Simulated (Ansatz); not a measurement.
# BBrClH: basis-set convergence

An exercise on one series of results from a longer session: the logs are not shown, and one member is left open.

The runs use Ansatz 0.2.0, Gaussian basis; one geometry, several basis sets.

Levels to be run: PBE0-D4/def2-SVP; ωB97M-V/def2-SVP; PBE0-D4/def2-QZVPP; ωB97M-V/def2-QZVPP; the functionals' def2-TZVPP values are taken from earlier runs.

## Structure used throughout

All runs share one geometry, relaxed beforehand with PBE0-D4 in a triple-zeta def2 set.

SMILES `ClBBr`, 4 atoms, charge 0, spin multiplicity 1.

Atoms are counted from 1 here; the program's logs count them from 0.

Bond lengths: Cl1–B2 1.730 Å, B2–Br3 1.896 Å, B2–H4 1.186 Å. Angles: Cl1–B2–Br3 121.0°, Cl1–B2–H4 120.0°, Br3–B2–H4 119.0°.

Set-up of the first run:

File in.yaml:

```yaml
crystal:
  periodic: [false, false, false]
  atoms:
    - {symbol: Cl, position_ang: [-1.581079, -0.566028, 0.167516]}
    - {symbol: B, position_ang: [-0.009721, 0.106317, -0.098023]}
    - {symbol: Br, position_ang: [1.529347, -0.664773, 0.696093]}
    - {symbol: H, position_ang: [0.116853, 1.064283, -0.785887]}
basis:
  gaussian: {orbitals: def2-SVP}
hamiltonian: {xc: pbe0, dispersion: d4}
output: {orbitals: {seedname: orbitals}}
```

Steps of the session up to this table: PBE0-D4 in def2-SVP; ωB97M-V in def2-SVP; PBE0-D4 in def2-QZVPP; ωB97M-V in def2-QZVPP.

One table of the session follows, with a row left open; its other results are not shown here.

It belongs to the step «Density functionals: the series». 

| functional | basis | HOMO (eV) | LUMO (eV) |
| --- | --- | --- | --- |
| PBE0-D4 | def2-SVP | ? | ? |
| PBE0-D4 | def2-TZVPP | -8.65 | -1.89 |
| PBE0-D4 | def2-QZVPP | -8.67 | -1.93 |
| ωB97M-V | def2-SVP | -10.72 | 0.41 |
| ωB97M-V | def2-TZVPP | -10.87 | 0.17 |
| ωB97M-V | def2-QZVPP | -10.89 | 0.11 |

**Question.** Estimate the row for PBE0-D4, def2-SVP.

**Answer.** HOMO (eV): -8.53; LUMO (eV): -1.72. In the column «HOMO (eV)» it is the highest.
